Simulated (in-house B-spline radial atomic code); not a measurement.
**Br¹¹⁺: ionisation energy by several methods**

The task here is to estimate one member of a computed series from the others.

Program: in-house B-spline radial atomic code version 1. Level of theory: scalar-relativistic (X2C), several functionals, spin-polarised; spherical all-electron atom at the radial basis limit. These are calculated values, not measurements, unless marked.

## The atom as given

```
element       : bromine (Z = 35)
charge        : +11
electrons     : 24
configuration : [Ar] 3d6
nucleus       : Fermi, rms radius 4.163 fm
```

The outer shells:

[Ar] 3d6
```
[Ar] core
3d [↑↓][↑ ][↑ ][↑ ][↑ ]
```

Where spins are not typed, each open shell is filled with up spins first.

Set-up of the first run:

Settings of the run:

```ini
Z = 35
electrons = 24.0
configuration = [Ar] 3d6
hamiltonian = x2c
method = am05
spin_polarised = True
nucleus = fermi
rms_radius = 4.1629
mass_number = 79
atomic_mass = 78.918337574
speed_of_light = 137.035999084
```

Steps of the session up to this table: AM05, a GGA; SCAN, a meta-GGA; Hartree-Fock; BLYP, a GGA; LDA (VWN5).

One table of the session follows, with a row left open; its other results are not shown here.

```
      method  ΔSCF (eV)
  LDA (VWN5)     341.10
        AM05     340.56
        BLYP     340.50
        SCAN          ?
Hartree-Fock     338.08
```

**Question.** Estimate the row for SCAN.

The run gave: ΔSCF (eV): 338.97. In the column «ΔSCF (eV)» it lies between Hartree-Fock (338.08) and BLYP (340.50).

Members of this set that are not shown: 2 used exact exchange with fractional occupations of an open shell, which is unsound here.
